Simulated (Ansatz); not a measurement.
# Al9C: the cost of one run

Method: DFT LDA, scalar-relativistic, plane waves, PAW, in Ansatz 0.2.0.

8 further runs of the same task are left out: 8 set aside as unsound or not needed.

### 1 The starting structure

It takes space group P6_3/mmc (No. 194, hexagonal). The conventional cell has a = 2.827 Å, b = 2.827 Å, c = 9.186 Å, α = 90.00°, β = 90.00°, γ = 120.00°. Al (site symmetry -3m) has 12 Al at 2.82 to 2.83 Å as nearest neighbours. Al (site symmetry -6m2) has 12 Al at 2.82 to 2.83 Å as nearest neighbours.

Coordinates:

```
CELL_PARAMETERS angstrom
2.82708 0.00000 0.00000
-1.41354 2.44832 0.00000
0.00000 0.00000 9.18599
ATOMIC_POSITIONS crystal
Al 0.00000 0.00000 0.00000
Al 0.33333 0.66667 0.25000
Al 0.00000 0.00000 0.50000
Al 0.66667 0.33333 0.75000
```

The structure comes from the Materials Project (structure only).

### 6 The grid

Atoms count from 1 in the order of the input.

C is moved over the surface cell; relaxed at each place: the height of the adsorbate's atoms; substrate rigid; the origin of the map has the adsorbate above Al9.

The axes are (1) position of C10 along the first surface vector, from above Al9: 4 values from 0.00 to 0.75, periodic; (2) position of C10 along the second surface vector, from above Al9: 4 values from 0.00 to 0.75, periodic.

Relaxed at each point: the height of the adsorbate's atoms; substrate rigid. Points are written as (first, second).

The two vectors of the plane (Å): (2.815, 0.000, 0.000); (-1.407, 9.564, 0.000).

(The set-up runs are not shown.)

### 7 The run at (0/4, 0/4) of the map's two axes

Contents of input.yaml:

```yaml
crystal:
  lattice:
    - [2.8145688077, 0.0, 0.0]
    - [-1.4072844038, 9.5638121907, 0.0]
    - [0.0, 0.0, 20.2131796324]
  atoms:
    - { symbol: Al, position: [0.5324782732, 0.0649565463, 0.1978906868] }
    - { symbol: Al, position: [0.671010887, 0.342021774, 0.2464768408] }
    - { symbol: Al, position: [0.2987174098, 0.5974348195, 0.2561940715] }
    - { symbol: Al, position: [0.9264239325, 0.852847865, 0.2659113023] }
    - { symbol: Al, position: [0.0641063182, 0.1277752554, 0.3147099093] }
    - { symbol: Al, position: [0.2001412467, 0.4041316573, 0.3697860201] }
    - { symbol: Al, position: [0.8288276907, 0.659366965, 0.3773128599] }
    - { symbol: Al, position: [0.4528647851, 0.911110547, 0.3861247138] }
    - { symbol: Al, position: [0.5927282718, 0.1815329162, 0.4310642754] }
    - { symbol: C, position: [0.5927282718, 0.1815329162, 0.5290201654] }
basis:
  ecutwfc: 420
kpoints:
  mp_grid: { grid: [10, 3, 1] }
hamiltonian:
  xc: lda
scf:
  occupations: { method: gaussian, width: 0.1 }
output:
  forces: true
  eigenvalues: true
relax:
  adjacent_minimum: "off"
  f_tol: 0.025
  max_steps: 16
  constraints: [{ sites: [0, 1, 2, 3, 4, 5, 6, 7, 8] }, { sites: [9], fix: xy }]
efield:
  axis: 3
  dipole_correction: true
  ramp_width: 0.04
```

Launch:

```
$ ansatz run input.yaml --threads 1 --pin off --max-ram 3072MiB --backend cpu --events-out ev --progress --plain --runs-dir out
```

What time and memory should one allow on 1 thread of AMD EPYC 9R45 (Zen 5), shared host?

About 26 s, with a peak of 0.64 GiB.
